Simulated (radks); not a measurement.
# Dy⁺ in [Kr] 4d10 4f10 5s2 5p5.5 6s1 6p0.5: an all-electron calculation

Wanted: eigenvalues, radial structure and energy terms of the dysprosium ion Dy+.

Method: scalar-relativistic Kohn-Sham, exchange-only PBE, spin-polarised, spherical densities, finite nucleus; open shells are filled with parallel spins first. Code: radks (a radial shooting solver on a logarithmic mesh, Libxc functionals) version 1.

## 1. What is computed

* element: dysprosium (Z = 66)
* charge: +1
* electrons: 65
* configuration: [Kr] 4d10 4f10 5s2 5p5.5 6s1 6p0.5
* nuclear rms radius: 5.2218 fm

## 2. The calculation

The run's settings:

```text
Z 66
configuration [Kr] 4d10 4f10 5s2 5p5.5 6s1 6p0.5
relativity scalar-relativistic
functional pbe,
spin polarised
nucleus finite rms 5.2218 fm
c 137.035999084
```

**Question.** What will this run give?

As calculated:

```
                        quantity                   value
                    total energy     -12151.8584 hartree
exchange-correlation share of it                  2.13 %
                            −T/E                  1.0790
          highest occupied level        6p up, -6.350 eV
    most extended occupied level  6p up, <r> = 4.57 bohr
 radius at density 0.001 e/bohr³               4.79 bohr
    maxima of the radial density                       4
```

The radial density shows 4 maxima for 6 occupied principal shells; where shells overlap, one shows as a shoulder or not at all. Relativity lifts −T/E to 1.079. This is not the tabulated ground configuration, so its levels and sizes aren't those of the ground state, and no measured value stands beside it.
